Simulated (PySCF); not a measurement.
# [Dy(NH3)2]3+: other functionals and bases at one geometry

The task here is to estimate one member of a computed series from the others.

Computed with PySCF 2.14.0. Level: several levels, as the steps say, no spin–orbit coupling.

3 further runs of the same task are left out: 2 for a known fault of the program, 1 that didn't finish.

## Where the work starts

9 atoms, charge 3, spin multiplicity 1.

Bond lengths: Dy1–N2 2.363 Å, Dy1–N6 2.364 Å, N2–H3 1.052 Å, N2–H4 1.052 Å, N2–H5 1.050 Å, N6–H7 1.052 Å, N6–H8 1.051 Å, N6–H9 1.052 Å. Angles: N2–Dy1–N6 110.3°, Dy1–N2–H3 115.1°, Dy1–N2–H4 115.5°, Dy1–N2–H5 117.0°, H3–N2–H4 102.2°, H3–N2–H5 102.5°, H4–N2–H5 102.5°, Dy1–N6–H7 116.4°, Dy1–N6–H8 116.4°, Dy1–N6–H9 114.7°, H7–N6–H8 102.5°, H7–N6–H9 102.4°, H8–N6–H9 102.5°.

Geometry (Å):

```xyz
9

Dy    0.1187    1.1575    0.0002
N    -0.0194   -0.1859    1.9392
H     0.7582   -0.0471    2.6342
H    -0.8763   -0.0381    2.5317
H    -0.0165   -1.2269    1.7990
N    -0.0210   -0.1853   -1.9400
H     0.7751   -0.8525   -2.1043
H    -0.8621   -0.8108   -2.0160
H    -0.0552    0.3517   -2.8440
```

Formal oxidation states: Dy +3. Each metal's 9 4f electrons lie in its core potential, so multiplicities, spins and levels count the valence alone. An earlier session relaxed this geometry at PBE, Dy lcecp-1-SVP with ECP55, N def2-SVP, H def2-SVP (singlet, point group C1).

At PBE on the finer grid: E = -148.810964 Eh, HOMO -24.55 eV, LUMO -19.17 eV, Mulliken charge on Dy1 +2.00 e, largest force component 0.009 eV/Å. 

Levels to run: TPSS; CAM-B3LYP; BLYP; r2SCAN; PBE, TZVP. Hardware: 2 threads of Arm Neoverse V1, shared host.

Set-up of the first run:

run.py (the lines that set the calculation) reads:

```python
mol = gto.M(atom='''
Dy     0.11870     1.15748     0.00016
N     -0.01943    -0.18593     1.93920
H      0.75820    -0.04705     2.63416
H     -0.87629    -0.03809     2.53173
H     -0.01652    -1.22692     1.79904
N     -0.02099    -0.18527    -1.94000
H      0.77505    -0.85246    -2.10426
H     -0.86211    -0.81077    -2.01599
H     -0.05518     0.35172    -2.84402''',
    basis={'Dy': 'lcecp-1-SVP', 'N': 'def2-SVP', 'H': 'def2-SVP'},
    ecp={'Dy': 'lcecp-1-SVP'},
    charge=3, spin=0)
mf = dft.RKS(mol, xc='TPSS')
mf.grids.atom_grid = (75, 302)  # f atoms: unpruned, at least (60, 302)
mf = mf.density_fit()  # fitting sets: Dy AutoAux, N def2-universal-JKFIT, H def2-universal-JKFIT
mf.conv_tol = 1e-08; mf.max_cycle = 55
mf.kernel(dm0)  # dm0: the density of the relaxed state
```

Started as:

```sh
> OMP_NUM_THREADS=2 python run.py
```

Among the steps run: TPSS; CAM-B3LYP; BLYP; r2SCAN; PBE, TZVP.

One table of the session follows, with a row left open; its other results are not shown here.

| level | HOMO (eV) | gap (eV) | charge on Dy1 (e) | dipole (D) | largest force component (eV/Å) |
| --- | --- | --- | --- | --- | --- |
| PBE (relaxed here) | -24.55 | 5.38 | 2.00 | 4.10 | 0.01 |
| TPSS | -24.62 | 5.71 | 2.05 | 3.93 | 0.23 |
| CAM-B3LYP | ? | ? | ? | ? | ? |
| BLYP | -24.39 | 5.16 | 1.98 | 4.07 | 0.22 |
| r2SCAN | -24.82 | 6.28 | 2.09 | 3.83 | 0.31 |
| PBE, TZVP | -24.46 | 5.38 | 2.20 | 4.11 | 0.33 |

Estimate the missing values for CAM-B3LYP.

As computed: HOMO (eV): -27.39; gap (eV): 10.10; charge on Dy1 (e): 2.09; dipole (D): 3.66; largest force component (eV/Å): 0.33. In the column «HOMO (eV)» it is the lowest.

The dipole of a charged species depends on the origin, so these sizes hold for this origin alone.

In one basis the HOMO–LUMO gap runs from 5.16 eV (BLYP) to 10.10 eV (CAM-B3LYP). The largest leftover force, 0.33 eV/Å with CAM-B3LYP, stands at a geometry relaxed at another level. With 4f in the core, its levels are missing from HOMO and gap, and its count is fixed, so no charge can pass from the ligands into it. Total energies of different levels can't be compared.
